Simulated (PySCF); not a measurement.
# C₃H₇FGeSe: electronic excitations

Aim: predict the electronic excitations of C₃H₇FGeSe (`C[C@@H]1[GeH2][C@@H](F)[Se]1`).

The runs use PySCF 2.14.0, with density-fitted response routines of our own; the level of theory stands in each step. All values are computed, except where a source is named. Atoms count from 0, in the outputs and in this text.

## Step 1: The molecule as given

13 atoms, charge 0, multiplicity 1; geometry from: GFN2-xTB.

Bonds of the start (Å): C0–C1 1.51, C1–Ge2 2.00, Ge2–C3 2.00, C3–F4 1.37, C3–Se5 1.98, Se5–C1 2.02, C0–H6 1.09, C0–H7 1.09, C0–H8 1.09, C1–H9 1.09, Ge2–H10 1.51, Ge2–H11 1.51, C3–H12 1.09.

## Step 2: TDDFT and polarisability: CAM-B3LYP/def2-SVPD

What the job is given:

```
{"job": {"kind": "uv", "xc": "CAM-B3LYP", "basis": "def2-SVPD", "nstates": 8, "ntriplets": 3}, "charge": 0, "multiplicity": 1}
C     -1.983577    -0.275998    -0.142415
C     -0.666176     0.045020     0.530276
Ge     0.780987     0.904344    -0.557641
C      1.984723    -0.512506     0.183330
F      2.756976    -0.006886     1.200227
Se     0.471313    -1.579664     0.896978
H     -2.532131     0.646066    -0.335859
H     -1.817508    -0.786715    -1.090056
H     -2.595927    -0.917444     0.491116
H     -0.836491     0.540327     1.488804
H      1.233577     2.299146    -0.198647
H      0.560851     0.768251    -2.042509
H      2.638993    -1.123454    -0.441330
```

Level: TDDFT CAM-B3LYP/def2-SVPD, vertical, gas phase, core orbitals frozen in the response.

Launch:

```bash
OMP_NUM_THREADS=1 python probes_run.py task.json out
```

The driver reads the jobs from task.json and runs them one after another.

What will the session give for the following? lowest singlet (CAM-B3LYP/def2-SVPD); brightest single state of those computed; lowest triplet; surface potential, 1st and 99th percentile. Wanted: lowest singlet; brightest single state of those computed; lowest triplet; surface potential, 1st and 99th percentile.

As calculated:

| quantity | value |
| --- | --- |
| lowest singlet (CAM-B3LYP/def2-SVPD) | 4.16 eV (298 nm), f = 0.000 |
| brightest single state of those computed | state 5, 6.53 eV, f = 0.056 |
| lowest triplet | 3.74 eV |
| surface potential, 1st and 99th percentile | -1.09 V and 1.40 V |

What this shows: The lowest singlet, at 4.16 eV, is HOMO→LUMO 0.89 and is dark; of the 8 states computed, the strongest absorption comes from state 5 at 6.53 eV. The lowest triplet lies 0.42 eV below the lowest singlet (triplets in Tamm-Dancoff, singlets in full TDDFT).
